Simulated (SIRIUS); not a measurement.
Crystal: NaLaMnMoO6.

```xyz
10
Lattice="0.0000 3.8626 3.8626 3.8626 0.0000 3.8626 3.8626 3.8626 0.0000" Properties=species:S:1:pos:R:3 pbc="T T T"
Na    1.9313    1.9313    1.9313
La    5.7939    5.7939    5.7939
Mn    3.8626    3.8626    3.8626
Mo    0.0000    0.0000    0.0000
O     1.9574    3.8626    3.8626
O     3.8626    3.8626    1.9574
O     3.8626    1.9574    3.8626
O     3.8626    5.7678    3.8626
O     3.8626    3.8626    5.7678
O     5.7678    3.8626    3.8626
```

The cell was built by a generator and needn't be a form met in nature.

Base run:

| Item | Value |
| --- | --- |
| Program | SIRIUS 7.12.0 |
| Functional | PBE |
| Potentials or basis | PseudoDojo 0.4.1 PBE standard (scalar relativistic) |
| Cutoff | 1500 eV |
| Density cutoff | 6000 eV |
| k mesh | 6 × 6 × 6 |
| Occupations | fermi-dirac, width 0.05 eV |
| Spin | collinear spin, ferromagnetic start |
| Starting moments | [0.0, 0.0, 4.0, 1.0, 0.0, 0.0, 0.0, 0.0, 0.0, 0.0] μB |

Its results: band gap on the k mesh none (metal or under the smearing width); pressure 0.1 GPa; net moment 1.29 μB per cell; largest force 0.038 eV/Å.

The run is repeated on the same cell with these changes: potentials or basis from PseudoDojo 0.4.1 PBE standard (scalar relativistic) to GBRV 1.5 PBE (ultrasoft); cutoff from 1500 eV to 557 eV; density cutoff from 6000 eV to 5442 eV; k mesh from 6 × 6 × 6 to 3 × 3 × 3. What comes out?

Band gap on the k mesh none (metal or under the smearing width); pressure 1.4 GPa; net moment 1.59 μB per cell; largest force 0.180 eV/Å.

Caveats: some runs use coarse meshes; a cell with one magnetic atom can't hold antiferromagnetic order, which such compounds often take; semilocal functionals often make such compounds metallic where correlation or magnetic order opens a gap, which also shifts bond lengths.

Not every run made on this cell is shown here.
